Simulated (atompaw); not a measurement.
# Zirconium: generating and testing a PAW (atompaw) potential

Task: generate the file, and judge it by its logarithmic derivatives, its ghosts and its cutoff.

Method: atompaw 4.2.0.5, PBE, scalar-relativistic.

## Step 1: Settings

Typed settings, in words:

- element: zirconium (Zr, Z = 40)
- type: PAW
- frozen core: [Kr]
- valence charge: 4
- reference configuration: 4d2 5s2 5p0
- partial waves: 5s (bound): rc 2.85 bohr; 5s channel at 0.3 Ry: rc 3.00 bohr; 5p (bound, empty): rc 3.00 bohr; 5p channel at 2.95 Ry: rc 3.00 bohr; 4d (bound): rc 3.00 bohr; 4d channel at 0.25 Ry: rc 3.00 bohr
- local potential: vpsmatchnc scheme with l = 3 at 1 Ry, radius 2.70 bohr
- core correction: smooth core density matched at 1.95 bohr
- augmentation charge: sinc compensation charge, radius 2.45 bohr; PAW radius 3.00 bohr; waves and projectors: custom polynom2 7 10 vanderbiltortho

An earlier all-electron run gives the scale for the radii.

All-electron outer shells of the reference configuration (PBE, scalar-relativistic, ld1.x):

```
shell  level (eV)  outermost node (bohr)  outermost maximum (bohr)
   4s      -54.50                   0.55                      1.08
   4p      -32.46                   0.56                      1.17
   5s       -4.44                   1.47                      3.15
   4d       -3.60                   0.58                      1.59
   5p       -1.47                   1.70                      4.15
```

## Step 2: The generation run

Input file Zr.input:

```
Zr 40
GGA-PBE scalarrelativistic loggrid 1500 logderivrange -2 5 176
5 5 4 0 0 0
5 1 0
4 2 2
0 0 0
c
c
c
c
v
c
c
c
v
c
v
2
3.00 2.45 2.70 1.95
y
0.3
n
y
2.95
n
y
0.25
n
custom polynom2 7 10 vanderbiltortho sinc
3 1 vpsmatchnc
2.85
3.00
3.00
3.00
3.00
3.00
PWSCFOUT
UPFDX 0.0125d0 UPFXMIN -7.d0 UPFZMESH 40.d0
END
```

Command:

```bash
$ atompaw < Zr.input > Zr.log
```

Q: Predict the outcome of this session. Wanted: cutoffs for 10 and 1 mRy, occupied levels; bound ghosts; largest phase difference near zero energy, channels read; lowest eigenvalue of the overlap; share of valence orbitals outside the PAW sphere; UPF file.

As calculated:

| quantity | value |
| --- | --- |
| cutoffs for 10 and 1 mRy, occupied levels | 12 Ry and 30 Ry |
| bound ghosts | s at -174.89 eV |
| largest phase difference near zero energy, channels read | 3.137 rad |
| lowest eigenvalue of the overlap (Bessel basis) | 0.099 (s) |
| share of valence orbitals outside the PAW sphere | 5s 68 %, 5p 89 %, 4d 22 % |
| UPF file | written |

In words: A bound ghost (s) makes it unfit for use: electrons can fall into a state that the atom doesn't have. By its cutoff, 12 Ry for the looser tolerance, it is soft on the atom at that tolerance. The slowest occupied level is 4d: taken alone it needs 21 Ry to come within 1 mRy, against 8 Ry for 5s. Near zero energy the largest phase difference among the channels read is 3.14 rad, in the p channel. A step near π is an extra or missing state, not a misfit of shape. The pseudo curves have a pole with no partner nearby in the atom's: p at 0.22 Ry. At positive energy that is a spurious or a displaced resonance.
